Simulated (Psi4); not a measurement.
# TaF5 (tantalum pentafluoride) at M06-2X/def2-SVP (core potential)

What is the energy change on altering one bond length of TaF5 (tantalum pentafluoride) at M06-2X/def2-SVP (core potential)? 

The results are computed with Psi4 1.11.

6 further runs of the same task are left out: 6 that didn't finish.

### Step 1. The system as given

TaF5 has 6 atoms, charge 0, and is taken as a singlet. SMILES: `F[Ta](F)(F)(F)F`. The shape is that of a PBE0-D4/def2-TZVP optimisation.

Bond lengths: F1–Ta2 1.876 Å, Ta2–F3 1.846 Å, Ta2–F4 1.846 Å, Ta2–F5 1.876 Å, Ta2–F6 1.846 Å. Angles: F1–Ta2–F3 90.0°, F1–Ta2–F4 90.0°, F1–Ta2–F5 180.0°, F1–Ta2–F6 90.0°, F3–Ta2–F4 120.0°, F3–Ta2–F5 90.0°, F3–Ta2–F6 120.0°, F4–Ta2–F5 90.0°, F4–Ta2–F6 120.0°, F5–Ta2–F6 90.0°.

### Step 2. Energy and forces at M06-2X/def2-SVP (core potential)

f5ta.py

```python
import psi4

psi4.set_memory('2200 MB')
psi4.set_num_threads(1)
psi4.set_output_file('output.dat', False)

geom = psi4.geometry("""
0 1
F     -1.030170    -1.289830     0.890600
Ta     0.000080    -0.000050     0.000020
F      1.542230    -0.861760     0.535750
F     -0.806180    -0.458120    -1.596180
F      1.030090     1.290020    -0.890420
F     -0.736030     1.319740     1.060250
units angstrom
symmetry c1
no_reorient
no_com
""")

psi4.set_options({
    'basis': 'def2-SVP',
    'puream': True,
    'e_convergence': 1e-09,
    'd_convergence': 1e-08,
    'scf_type': 'pk',
    'dft_radial_points': 99,
    'dft_spherical_points': 590,
})

E, wfn = psi4.gradient("m06-2x", molecule=geom, return_wfn=True)
psi4.oeprop(wfn, "QUADRUPOLE", "WIBERG_LOWDIN_INDICES", "DIPOLE", title="M06-2X")
print('gradient / Eh bohr^-1')
print(E.np.round(6))
print(f'energy = {wfn.energy():.10f} Eh')
```

The run is started by

```
$ python f5ta.py
```

output.dat, cut to the lines that bear on the results:

```text
[...]
    !!!  WARNING: ECP capability is in beta. Please check occupations closely.  !!!
[...]
  Running in c1 symmetry.
[...]
  Nuclear repulsion =  316.003001731711834
[...]
  Multiplicity = 1
[...]
  Nalpha       = 29
  Nbeta        = 29
[...]
    Number of basis functions: 102
[...]
   @RKS iter   1:  -555.48304125565232   -1.09037e+00   9.91318e-03 DIIS/ADIIS
[...]
   @RKS iter  12:  -555.89179383834448   -3.52429e-12   4.90913e-09 DIIS
[...]
    Orbital Energies [Eh]
    ---------------------
    Doubly Occupied:
       1A    -25.298794     2A    -25.298724     3A    -25.298654
       4A    -25.263686     5A    -25.263555     6A     -3.036693
       7A     -1.759987     8A     -1.759983     9A     -1.753122
      10A     -1.343510    11A     -1.314179    12A     -1.308419
      13A     -1.308380    14A     -1.266157    15A     -0.641094
      16A     -0.628426    17A     -0.628419    18A     -0.616993
      19A     -0.616972    20A     -0.609773    21A     -0.568370
      22A     -0.566572    23A     -0.562218    24A     -0.562200
      25A     -0.533543    26A     -0.533542    27A     -0.526420
      28A     -0.524661    29A     -0.524635
[...]
  @RKS Final Energy:  -555.89179383834448
   => Energetics <=
    Nuclear Repulsion Energy =            316.0030017317118336
    One-Electron Energy =               -1420.5104935898402800
    Two-Electron Energy =                 576.9765739484543019
    DFT Exchange-Correlation Energy =     -28.3608759286701861
    Empirical Dispersion Energy =           0.0000000000000000
    VV10 Nonlocal Energy =                  0.0000000000000000
    Total Energy =                       -555.8917938383444834
[...]
  -Total Gradient:
     Atom            X                  Y                   Z
    ------   -----------------  -----------------  -----------------
       1        0.001792294495     0.002232563284    -0.001529900579
       2        0.000019558742    -0.000001244446     0.000022319444
       3       -0.003500446934     0.002065440206    -0.001057496765
       4        0.001764662999     0.000969613731     0.003445656110
       5       -0.001772839661    -0.002231884534     0.001551866090
       6        0.001759892033    -0.002973780292    -0.002271369116
[...]
 Multipole Moments:
 ------------------------------------------------------------------------------------
     Multipole            Electronic (a.u.)      Nuclear  (a.u.)        Total (a.u.)
 ------------------------------------------------------------------------------------
 L = 1.  Multiply by 2.5417464519 to convert [e a0] to [Debye]
 Dipole X            :         -0.0005636            0.0009449            0.0003813
 Dipole Y            :          0.0002062           -0.0003779           -0.0001717
 Dipole Z            :         -0.0002933            0.0004913            0.0001980
 Magnitude           :                                                    0.0004627
 L = 2.  Multiply by 1.3450342976 to convert [e a0^2] to [Debye ang]
 Quadrupole XX       :       -220.8127861          182.9537873          -37.8589988
 Quadrupole XY       :        -24.9096280           23.3496546           -1.5599734
[...]
```

Standard output:

```text
gradient / Eh bohr^-1
[[ 1.792e-03  2.233e-03 -1.530e-03]
 [ 2.000e-05 -1.000e-06  2.200e-05]
 [-3.500e-03  2.065e-03 -1.057e-03]
 [ 1.765e-03  9.700e-04  3.446e-03]
 [-1.773e-03 -2.232e-03  1.552e-03]
 [ 1.760e-03 -2.974e-03 -2.271e-03]]
energy = -555.8917938383 Eh
```

It took 66 s on 1 thread of Intel Xeon Platinum 8375C at 2.90GHz (Ice Lake), shared host; peak memory 1 GiB.

### Step 3. The distorted shape

calc.dat

```
memory 2.2 GB

molecule molecule1 {
  0 1
  F     -0.385167    -0.923377     2.167551
  Ta     0.645083     0.366403     1.276971
  F      2.187233    -0.495307     1.812701
  F     -0.806180    -0.458120    -1.596180
  F      1.675093     1.656473     0.386531
  F     -0.091027     1.686193     2.337201
  units angstrom
  symmetry c1
  no_reorient
  no_com
}

set {
  basis                def2-SVP
  puream               true
  e_convergence        1e-09
  d_convergence        1e-08
  scf_type             pk
  dft_radial_points    99
  dft_spherical_points 590
}

energy_value, wavefunction = gradient("m06-2x", return_wfn=True)
oeprop(wavefunction, "MULLIKEN_CHARGES", "DIPOLE", "LOWDIN_CHARGES")
```

The run is started by

```
$ psi4 -i calc.dat -o calc.out -n 1
```

calc.out, cut to the lines that bear on the results:

```text
[...]
    !!!  WARNING: ECP capability is in beta. Please check occupations closely.  !!!
[...]
  Running in c1 symmetry.
[...]
  Nuclear repulsion =  283.073367710143316
[...]
  Multiplicity = 1
[...]
  Nalpha       = 29
  Nbeta        = 29
[...]
    Number of basis functions: 102
[...]
 WARNING: Atomic UHF is not converging! Try casting from a smaller basis or call Rob at CCMST.
   -------------------------
[...]
   @RKS iter   1:  -555.06796940412255   -1.12541e+00   1.11053e-02 ADIIS/DIIS
[...]
   @RKS iter  19:  -555.65894650786674   -1.31877e-11   5.52446e-09 DIIS
[...]
  @RKS Final Energy:  -555.65894650786674
   => Energetics <=
    Nuclear Repulsion Energy =            283.0733677101433159
    One-Electron Energy =               -1354.0137776149090314
    Two-Electron Energy =                 543.5594852160699020
    DFT Exchange-Correlation Energy =     -28.2780218191710482
    Empirical Dispersion Energy =           0.0000000000000000
    VV10 Nonlocal Energy =                  0.0000000000000000
    Total Energy =                       -555.6589465078667445
[...]
  -Total Gradient:
     Atom            X                  Y                   Z
    ------   -----------------  -----------------  -----------------
       1       -0.003358936821    -0.006605522147     0.012922362621
       2        0.009305841837     0.005264999225     0.018392676728
       3        0.011802718949    -0.007375409034     0.002969774913
       4       -0.024161352767    -0.013725601658    -0.047831635979
       5        0.010396695284     0.010619007308     0.001031046288
       6       -0.006658479066     0.010299790196     0.007217383292
[...]
 Multipole Moments:
 ------------------------------------------------------------------------------------
     Multipole            Electronic (a.u.)      Nuclear  (a.u.)        Total (a.u.)
 ------------------------------------------------------------------------------------
 L = 1.  Multiply by 2.5417464519 to convert [e a0] to [Debye]
 Dipole X            :        -58.8049546           59.7260168            0.9210622
 Dipole Y            :        -33.4090384           33.9319166            0.5228782
 Dipole Z            :       -116.4189003          118.2417869            1.8228866
 Magnitude           :                                                    2.1082393
[...]
```

It took 83 s on 1 thread of Intel Xeon Platinum 8375C at 2.90GHz (Ice Lake), shared host; peak memory 0.99 GiB.

### Step 4. Results

At M06-2X/def2-SVP (core potential):

| quantity | value |
| --- | --- |
| first shape: total energy | -555.89179 Eh |
| first shape: dipole moment | 0.00 D |
| first shape: HOMO energy | -14.28 eV |
| first shape: LUMO energy | -1.61 eV |
| first shape: HOMO–LUMO gap | 12.67 eV |
| first shape: largest force on an atom | 0.216 eV/Å |
| distorted shape: total energy | -555.65895 Eh |
| distorted shape: dipole moment | 5.36 D |
| distorted shape: HOMO energy | -9.36 eV |
| distorted shape: LUMO energy | -4.88 eV |
| distorted shape: HOMO–LUMO gap | 4.47 eV |
| distorted shape: largest force on an atom | 2.845 eV/Å |
| energy change with the Ta2–F4 bond stretched from 1.846 to 3.323 Å | 6.336 eV |

**Reading.** With the Ta2–F4 bond stretched from 1.846 to 3.323 Å the energy rises by 6.34 eV (611 kJ/mol). The first shape isn't relaxed at this level, so the change isn't measured from a minimum. A restricted reference can't describe the breaking bond well at this length.
